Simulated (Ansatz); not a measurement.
**C3H7AsGe: ladder of methods at one geometry, by script**

How do the methods compare on C3H7AsGe, in result and in cost? Wanted for C3H7AsGe: a ladder of methods at one geometry.

All numbers are computed with Ansatz 0.2.0 through its Python package. The levels of theory stand in the script.

### 1 Starting point

Bond lengths: C1–C2 1.463 Å, C2–C3 1.205 Å, C3–Ge4 1.893 Å, Ge4–As5 2.398 Å, C1–H6 1.109 Å, C1–H7 1.109 Å, C1–H8 1.109 Å, Ge4–H9 1.550 Å, Ge4–H10 1.550 Å, As5–H11 1.564 Å, As5–H12 1.564 Å. Angles (14 of 17 angles, heavy atoms first): C1–C2–C3 180.0°, C2–C3–Ge4 179.9°, C3–Ge4–As5 109.3°, C2–C1–H6 109.5°, C2–C1–H7 109.5°, C2–C1–H8 109.5°, C3–Ge4–H9 109.5°, C3–Ge4–H10 109.4°, As5–Ge4–H9 109.5°, As5–Ge4–H10 109.4°, Ge4–As5–H11 92.0°, Ge4–As5–H12 92.0°, H6–C1–H7 109.5°, H6–C1–H8 109.5°.

The script holds or builds the structure itself.

### 2 Script

methods_c3h7asge.py

```python
# -*- coding: utf-8 -*-
"""One geometry of C3H7AsGe, method by method."""

from pathlib import Path

import ansatz as az
from ase import Atoms
import numpy as np


def main():
    atoms = Atoms(["C", "C", "C", "Ge", "As", "H", "H", "H", "H", "H", "H", "H"], positions=[
        [2.8126, 0.7915, 0.2935],
        [1.4752, 0.2008, 0.2418],
        [0.3734, -0.2856, 0.199],
        [-1.358, -1.048, 0.1304],
        [-2.6722, 0.1171, -1.5024],
        [2.9322, 1.5099, -0.5435],
        [2.9453, 1.3227, 1.2584],
        [3.5747, -0.0098, 0.2047],
        [-1.2503, -2.5435, -0.2623],
        [-2.0327, -0.9221, 1.52],
        [-3.9992, -0.5064, -0.959],
        [-2.8011, 1.3735, -0.5806],
    ])
    c3h7asge = az.Crystal.molecule_from_ase(atoms)

    calculation = c3h7asge.calculation().basis(gaussian="def2-SVP")

    print("functional    E (Ha)        dipole (D)   HOMO (eV)  LUMO (eV)")
    for name in ["b3lyp", "r2scan0", "r2scan", "blyp", "revpbe", "pbe0"]:
        r = calculation.functional(name).forces().orbitals().run(runs_dir="runs").report
        lines = Path(r["orbitals_path"]).read_text().splitlines()
        field_of = lambda key: [line.split("=")[1].strip() for line in lines if line.startswith(key)]
        orbitals = [(27.211386 * float(e), s, float(n)) for e, s, n in zip(field_of("Ene="), field_of("Spin="), field_of("Occup="))]
        homo = max(e for e, _, n in orbitals if n > 0.5)
        lumo = min(e for e, _, n in orbitals if n < 0.5)
        dipole = 4.803205 * np.linalg.norm(r["charge_distribution"]["dipole_moment_e_ang"])
        print(f"{name:10s} {r['free_energy_ev'] / 27.211386246:14.6f} {dipole:9.3f} {homo:11.3f} {lumo:10.3f}")


if __name__ == "__main__":
    main()
```

### 3 The input behind the calls

The engine receives this input (first run):

```yaml
crystal:
  periodic: [false, false, false]
  atoms:
    - { symbol: C, position_ang: [2.8126, 0.7915, 0.2935] }
    - { symbol: C, position_ang: [1.4752, 0.2008, 0.2418] }
    - { symbol: C, position_ang: [0.3734, -0.2856, 0.199] }
    - { symbol: Ge, position_ang: [-1.358, -1.048, 0.1304] }
    - { symbol: As, position_ang: [-2.6722, 0.1171, -1.5024] }
    - { symbol: H, position_ang: [2.9322, 1.5099, -0.5435] }
    - { symbol: H, position_ang: [2.9453, 1.3227, 1.2584] }
    - { symbol: H, position_ang: [3.5747, -0.0098, 0.2047] }
    - { symbol: H, position_ang: [-1.2503, -2.5435, -0.2623] }
    - { symbol: H, position_ang: [-2.0327, -0.9221, 1.52] }
    - { symbol: H, position_ang: [-3.9992, -0.5064, -0.959] }
    - { symbol: H, position_ang: [-2.8011, 1.3735, -0.5806] }
basis:
  gaussian:
    orbitals: def2-SVP
hamiltonian:
  xc: b3lyp
output:
  orbitals: {}
  forces: true
```

### 4 Launch

On the command line:

```
$ python methods_c3h7asge.py
```

The log of the run:

```text
functional    E (Ha)        dipole (D)   HOMO (eV)  LUMO (eV)
b3lyp        -4430.822152     1.256      -6.888     -0.038
r2scan0      -4430.599500     1.356      -7.316      0.219
r2scan       -4430.645876     1.376      -6.314     -0.540
blyp         -4430.761610     1.258      -5.839     -0.541
revpbe       -4430.361208     1.304      -5.999     -0.634
pbe0         -4430.051203     1.308      -7.140      0.129
```

Run time: 62 s. Hardware: 1 thread of Arm Neoverse V1, shared host; peak memory 0.47 GiB.

### 5 Inputs of later runs

The engine's inputs for some of the other runs:

Run 2, against run 1:

```diff
@@ -20 +20 @@
-  xc: b3lyp
+  xc: r2scan0
```

Run 4, against run 1:

```diff
@@ -20 +20 @@
-  xc: b3lyp
+  xc: blyp
```

Run 6, against run 1:

```diff
@@ -20 +20 @@
-  xc: b3lyp
+  xc: pbe0
```

Lines on the test bed's own set-up are left out of the output.

A comment line of the script is reworded here; the code is as run.

### 6 The runs side by side

The 6 runs, in the order started:

| run | functional | energy (eV) | SCF cycles | CPU time (s) |
| --- | --- | --- | --- | --- |
| 1 | b3lyp | -120568.8130 | 18 | 10 |
| 2 | r2scan0 | -120562.7543 | 17 | 16 |
| 3 | r2scan | -120564.0163 | 17 | 12 |
| 4 | blyp | -120567.1655 | 19 | 6.4 |
| 5 | revpbe | -120556.2700 | 19 | 5.9 |
| 6 | pbe0 | -120547.8344 | 17 | 10 |

Totals hang on method, basis and potentials, so only like runs compare.

The fields below are those of run 1.

### 7 The molecule's orbitals and density

The fields below are evaluated on a grid from the run's orbitals.

Frontier orbitals at B3LYP/def2-SVP, with the share of their density that lies nearest to each atom:

```
orbital  energy (eV)                                     lies on
   HOMO        -6.89  As5 39 %; C2, C3 about 15 % each; Ge4 10 %
   LUMO        -0.04  As5 24 %; C2, C3 about 16 % each; Ge4 16 %
```

ELF in a plane through or near 5 of the atoms.

Values, 10 rows by 14 columns:
```
0.00 0.00 0.00 0.00 0.00 0.00 0.00 0.00 0.00 0.00 0.00 0.00 0.00 0.00
0.00 0.00 0.00 0.00 0.00 0.00 0.00 0.00 0.07 0.09 0.00 0.00 0.00 0.00
0.00 0.00 0.00 0.00 0.00 0.00 0.01 0.02 0.66 0.73 0.06 0.00 0.00 0.00
0.00 0.00 0.05 0.58 0.03 0.28 0.49 0.24 0.32 0.56 0.05 0.00 0.00 0.00
0.00 0.00 0.32 0.94 0.57 0.59 0.63 0.88 0.70 0.26 0.13 0.51 0.23 0.00
0.00 0.00 0.04 0.45 0.43 0.48 0.88 0.73 0.37 0.75 0.56 1.00 0.97 0.00
0.00 0.00 0.02 0.60 0.89 0.18 0.47 0.12 0.15 0.43 0.28 0.94 0.75 0.00
0.00 0.00 0.00 0.35 0.57 0.00 0.01 0.00 0.19 0.92 0.69 0.06 0.01 0.00
0.00 0.00 0.00 0.00 0.00 0.00 0.00 0.00 0.03 0.26 0.12 0.01 0.00 0.00
0.00 0.00 0.00 0.00 0.00 0.00 0.00 0.00 0.00 0.00 0.00 0.00 0.00 0.00
```
The map spans 13.4 Å across and 9.3 Å up, centred on the molecule. Atoms in the plane (x, y in Å): C1 (-2.9, -0.2), C2 (-1.5, 0.1), C3 (-0.3, 0.4), Ge4 (1.5, 0.8), H11 (4.1, -0.5).

log10 of the density (e/Å³) in the same plane.

Values, 10 rows by 14 columns:
```
-4.0 -4.0 -4.0 -4.0 -4.0 -4.0 -4.0 -4.0 -4.0 -4.0 -4.0 -4.0 -4.0 -4.0
-4.0 -4.0 -4.0 -4.0 -4.0 -4.0 -4.0 -3.2 -2.6 -2.6 -3.3 -4.0 -4.0 -4.0
-4.0 -4.0 -4.0 -3.7 -3.7 -3.2 -2.7 -2.2 -1.4 -1.4 -2.4 -3.7 -4.0 -4.0
-4.0 -4.0 -2.8 -1.9 -1.9 -1.6 -1.2 -1.0 -0.4 -0.5 -1.8 -3.0 -3.9 -4.0
-4.0 -3.7 -1.9 -0.4 -0.4 -0.1  0.2  0.1  1.9  0.4 -1.3 -1.7 -2.5 -4.0
-4.0 -3.7 -1.9 -0.4  0.9  0.2  0.1 -0.4 -0.5 -0.3 -0.4 -0.1 -1.7 -3.4
-4.0 -4.0 -2.3 -0.8 -0.2 -1.1 -1.2 -1.6 -1.2 -0.2 -0.2 -0.6 -1.9 -3.5
-4.0 -4.0 -3.1 -2.0 -1.8 -2.6 -2.8 -2.9 -1.6 -0.5 -0.7 -1.8 -2.8 -4.0
-4.0 -4.0 -4.0 -3.7 -3.6 -4.0 -4.0 -3.9 -2.6 -1.9 -2.0 -2.8 -4.0 -4.0
-4.0 -4.0 -4.0 -4.0 -4.0 -4.0 -4.0 -4.0 -4.0 -3.6 -3.6 -4.0 -4.0 -4.0
```
The map spans 13.4 Å across and 9.3 Å up, centred on the molecule. Atoms in the plane (x, y in Å): C1 (-2.9, -0.2), C2 (-1.5, 0.1), C3 (-0.3, 0.4), Ge4 (1.5, 0.8), H11 (4.1, -0.5).

On the surface of density 0.002 e/bohr³ the electrostatic potential runs, from the 1st to the 99th percentile, from -0.77 V near C3 to 0.93 V near H11.

### 8 Outcome

```
                                        quantity    value
                                   runs compared        6
HOMO-LUMO gap of the mean field (B3LYP/def2-SVP)  6.85 eV
```

**Reading.** All 6 runs converged (17 to 19 cycles). Caveats:
- The geometry is a force-field or estimated start, not a minimum of this method, and the basis set is short of its limit. A lower total doesn't mark the better method: functionals have no common bound, and MP2 and coupled cluster aren't variational.
- b3lyp holds the VWN-RPA fit, as in Gaussian; the form of ORCA and Turbomole is b3lyp5.
- Levels such as HOMO and LUMO are orbital energies: with these approximate functionals they aren't the ionisation energy and electron affinity, and their gap isn't the fundamental gap.
